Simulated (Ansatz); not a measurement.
# NiMoIrPdW: atomic charges with PBE

The system is NiMoIrPdW.

```
Ni Mo Pd Ir W
1.0
     2.76078    0.00000    0.00000
    -1.38039    2.39090    0.00000
     0.00000    0.00000   11.34051
Ni Mo Pd Ir W
1 1 1 1 1
Direct
  0.00000 0.00000 0.70917
  0.66667 0.33333 0.29425
  0.66667 0.33333 0.89901
  0.00000 0.00000 0.10604
  0.66667 0.33333 0.52921
```

The cell was built by a generator and needn't be a form met in nature.

| Item | Value |
| --- | --- |
| Program | Ansatz 0.2.0 |
| Task | atomic charges |
| Functional | PBE |
| Potentials or basis | Ansatz PAW |
| Cutoff | 420 eV (not typed: the program's choice for these potentials) |
| k mesh | 11 × 11 × 3 |
| Occupations | fermi-dirac, width 0.05 eV |
| Spin | collinear spin, ferromagnetic start |
| Starting moments | [1.0, 1.0, 0.0, 0.6, 0.0] μB |

```yaml
Pressure: -0.2 GPa
Largest_force: 0.281 eV/Å
Band_gap_on_the_k_mesh: none (metal or under the smearing width)
Net_moment: 0.00 μB per cell
Absolute_moment: 0.00 μB per cell
Bader_charges: Ni -0.04; Mo +0.38; Pd -0.14; Ir -0.31; W +0.12 e
```

Forces in eV/Å, atoms in the order of the input:
```
Ni   0.000  0.000  0.006
Mo   0.000  0.000  0.281
Pd   0.000  0.000  0.011
Ir   0.000  0.000 -0.215
W    0.000  0.000 -0.082
```

Levels at points of the mesh, in eV from the Fermi level:
Spin up:
```
           k point  band 36  band 37  band 38  band 39  band 40  band 41  band 42  band 43  band 44  band 45
(0.00, 0.00, 0.00)    -1.58    -1.43    -1.43    -0.94    -0.88    -0.88    -0.09    -0.09     0.09     0.25
```
Spin down:
```tsv
k point	band 36	band 37	band 38	band 39	band 40	band 41	band 42	band 43	band 44	band 45
(0.00, 0.00, 0.00)	-1.58	-1.43	-1.43	-0.94	-0.88	-0.88	-0.09	-0.09	0.09	0.25
```

Run time: 7.5 s on 8 threads of AMD EPYC 9R45 96-Core Processor (Zen 5) (shared host), peak memory 0.79 GiB.

Caveat: the starting moments weren't kept. The run has no spin-orbit coupling, so splittings on Ir, W are missing.
